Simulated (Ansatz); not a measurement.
# CO2 (I-42d): relaxation of cell and ions

What cell does CO2 (I-42d) relax to? The task is a relaxation of cell and ions, for CO2 (I-42d).

Computed with Ansatz 0.2.0 through its Python package. Level of theory: DFT LDA, plane waves, PAW.

## Step 1: Starting point

Symmetry: I-42d, No. 122, tetragonal system. Conventional cell: a = 3.949 Å, b = 3.949 Å, c = 6.028 Å, α = 90.00°, β = 90.00°, γ = 90.00°. Around C (site symmetry -4) lie 4 O at 1.40 Å. O (site symmetry 2) has 2 C at 1.40 Å as nearest neighbours.

The script holds or builds the structure itself.

## Step 2: Script

run_vcrelax.py reads:

```python
"""Relax cell and ions of CO2."""

import ansatz as az
from ase import Atoms
from ase.data import atomic_numbers
from ase.neighborlist import neighbor_list
import matplotlib.pyplot as plt
import numpy as np
from pymatgen.core import Lattice, Structure
from pymatgen.io.ase import AseAtomsAdaptor
import spglib

def edges_and_angles(cell):
    cell = np.asarray(cell)
    a, b, c = np.linalg.norm(cell, axis=1)
    cosines = cell[1] @ cell[2] / (b * c), cell[0] @ cell[2] / (a * c), cell[0] @ cell[1] / (a * b)
    return (a, b, c, *np.degrees(np.arccos(cosines)))


def main() -> None:
    pmg_structure = Structure(
        Lattice([(-1.974727, 1.974727, 3.014058), (1.974727, -1.974727, 3.014058), (1.974727, 1.974727, -3.014058)]),
        ["C", "C", "O", "O", "O", "O"],
        [
            (0.75, 0.25, 0.5),
            (0.0, 0.0, 0.0),
            (0.709798, 0.125, 0.084798),
            (0.040202, 0.625, 0.915202),
            (0.375, 0.290202, 0.415202),
            (0.875, 0.959798, 0.584798),
        ],
    )
    cell = az.Crystal.from_ase(AseAtomsAdaptor.get_atoms(pmg_structure))

    # every cell quantity that the symmetry leaves free
    calc = cell.calculation()
    calc = calc.occupations("fermi_dirac", width=20 * az.meV)
    calc = calc.kpoints(8, 8, 8).functional(az.Functional.LDA)
    calc = calc.relax(force_tolerance=0.005, cell=True)
    steps = []


    def collect(event):
        if event["event"] == "relax_step":
            steps.append(event["data"])


    outcome = calc.session().plan().execute(on_event=collect)
    summary = outcome.report
    for s in steps:
        flag = "" if s["accepted"] else "  (rejected)"
        print("step %2d  E = %.5f eV  largest force component = %.4f eV/A%s" % (s["step"], s["lagrangian_ev"], s["allowed_force_max_ev_ang"], flag))

    first, last = steps[0], steps[-1]
    symbols = [site.symbol for site in outcome.lattice.sites]
    print(f"energy gained {first['lagrangian_ev'] - last['lagrangian_ev']:.4f} eV in {len(steps) - 1} steps")
    for label, vectors in (("before", first["cell_ang"]), ("after", outcome.lattice.cell_ang)):
        print(label, "a b c (A) {:.4f} {:.4f} {:.4f}  angles {:.2f} {:.2f} {:.2f}".format(*edges_and_angles(vectors)), f" V = {abs(np.linalg.det(vectors)):.3f} A^3")
    print("final stress xx yy zz (GPa, compression positive):", np.round(np.diag(summary["stress_gpa"]), 3) + 0.0)

    fractions = [site.position_frac for site in outcome.lattice.sites]
    numbers = [atomic_numbers[s] for s in symbols]
    for tolerance in (1e-3, 1e-2, 1e-1):
        print(f"space group at {tolerance} A:", spglib.get_spacegroup((outcome.lattice.cell_ang, fractions, numbers), symprec=tolerance))

    fig, (top, bottom) = plt.subplots(2, 1, sharex=True, figsize=(4.5, 4))
    top.plot([s["lagrangian_ev"] - last["lagrangian_ev"] for s in steps], "o-")
    top.set_ylabel("E - E(final) (eV)")
    bottom.semilogy([max(s["allowed_force_max_ev_ang"], 1e-6) for s in steps], "s-")
    bottom.set(xlabel="step", ylabel="largest force (eV/A)")
    fig.tight_layout()
    fig.savefig("relax.png", dpi=100)

    final = Atoms(symbols, positions=last["positions_ang"], cell=outcome.lattice.cell_ang, pbc=True)
    i, j, d = neighbor_list("ijd", final, 4.5)
    print("neighbours within 1.2 times the shortest distance of each atom (A)")
    for atom in range(len(final)):
        near = [m for m in np.argsort(d) if i[m] == atom]
        shell = [m for m in near if d[m] < 1.2 * d[near[0]]]
        print(f"{symbols[atom]}{atom} ({len(shell)}):", ", ".join(f"{symbols[j[m]]} {d[m]:.3f}" for m in shell))

    for key in ("converged", "n_iterations", "n_electrons", "n_kpoints", "n_pw", "n_symmetry_ops", "free_energy_ev", "fermi_energy_ev"):
        print(f"{key:18s} {summary[key]}")

    spg_cell = (outcome.lattice.cell_ang, [s.position_frac for s in outcome.lattice.sites], [atomic_numbers[s.symbol] for s in outcome.lattice.sites])
    # the group found depends on the tolerance
    found = spglib.get_symmetry_dataset(spg_cell, symprec=1e-3)
    print(found.international, found.number, "point group", found.pointgroup)
    for site, letter, group in zip(outcome.lattice.sites, found.wyckoffs, found.site_symmetry_symbols):
        print(f"  {site.symbol:2s} Wyckoff {letter}  site symmetry {group}")


if __name__ == "__main__":
    main()
```

## Step 3: The input behind the calls

The package turns the script's settings into the engine's input:

```yaml
crystal:
  lattice:
    - [-1.974727, 1.974727, 3.014058]
    - [1.974727, -1.974727, 3.014058]
    - [1.974727, 1.974727, -3.014058]
  atoms:
    - { symbol: C, position: [0.7500000000000001, 0.24999999999999997, 0.5] }
    - { symbol: C, position: [0.0, 0.0, 0.0] }
    - { symbol: O, position: [0.7097979999999999, 0.12499999999999999, 0.08479799999999998] }
    - { symbol: O, position: [0.04020199999999998, 0.625, 0.915202] }
    - { symbol: O, position: [0.375, 0.290202, 0.415202] }
    - { symbol: O, position: [0.875, 0.959798, 0.584798] }
kpoints:
  mp_grid:
    grid: [8, 8, 8]
hamiltonian:
  xc: lda
scf:
  occupations:
    method: fermi_dirac
    width: 0.02
relax:
  f_tol: 0.005
  cell: {}
```

## Step 4: Launch

Launch:

```console
$ python run_vcrelax.py
```

**Question.** What results will this script give? Wanted: free energy; moves of the relaxation; energy gained; last largest force component; relaxed conventional cell; space group at the end.

**Answer**, as computed:

| quantity | value |
| --- | --- |
| free energy | -2703.0952 eV (-450.5159 eV/atom) |
| moves of the relaxation | 6 |
| energy gained (ahead of the last change of basis) | 19.5 meV/atom |
| last largest force component | 0.0003 eV/Å |
| relaxed conventional cell | a = 3.869 Å, b = 3.869 Å, c = 5.895 Å, α = 90.00°, β = 90.00°, γ = 90.00° |
| space group at the end | I-42d |

What this shows: Over 6 moves the cell shrank by 6.2 % in volume, and the space group stayed I-42d. Caveats:
- The zero of the levels is a convention of the potentials, so an absolute Fermi energy is no work function.
- Energies along a relaxation are free energies. Rows at an unchanged volume are solved on a plane-wave basis chosen afresh for that cell, so the energy jumps there and such rows are no steps of the walk.
- Edges and angles that the script prints are those of the cell as typed, here a primitive one.
- In a crystal with a gap the Fermi level's place inside it depends on smearing and mesh.
- The structure comes from a database of computed cells and needn't be a stable or known phase.
